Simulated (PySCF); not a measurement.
# C8H8: the cost of one run

Programs: PySCF 2.14.0, with routines of our own; each step states its level. All values are computed. Atoms count from 0.

### 1 The system as given

16 atoms, charge 0, multiplicity 1; geometry from: GFN2-xTB.

### 2 Geometry optimisation at PBE0-D3(BJ)/def2-SVP

Job settings and geometry (Å):

```
{"job": {"xc": "PBE0", "basis": "def2-SVP", "d3": "d3bj", "grid": 2, "kind": "geom"}, "charge": 0, "multiplicity": 1}
C     -1.472991    -0.713370     0.494795
C     -0.499331    -1.600398     0.331434
C      0.628399    -1.472199    -0.596541
C      1.522592    -0.491266    -0.600959
C      1.549704     0.647387     0.321942
C      0.576038     1.533965     0.487979
C     -0.705993     1.540747    -0.222979
C     -1.600087     0.559796    -0.220529
H     -2.299520    -0.942743     1.158601
H     -0.541896    -2.544748     0.863207
H      0.743986    -2.304371    -1.282514
H      2.359185    -0.534161    -1.289790
H      2.488269     0.780053     0.848851
H      0.729729     2.379178     1.149993
H     -0.935708     2.471570    -0.729905
H     -2.549974     0.699504    -0.724994
```

Command:

```console
OMP_NUM_THREADS=1 python excited_run.py task.json out
```

The driver reads the jobs from task.json and runs them one after another.

**Question.** How long does this first job take on 1 thread of Arm Neoverse V2, shared host, and how much memory does it need?

About 34 s, with a peak of 0.73 GiB.
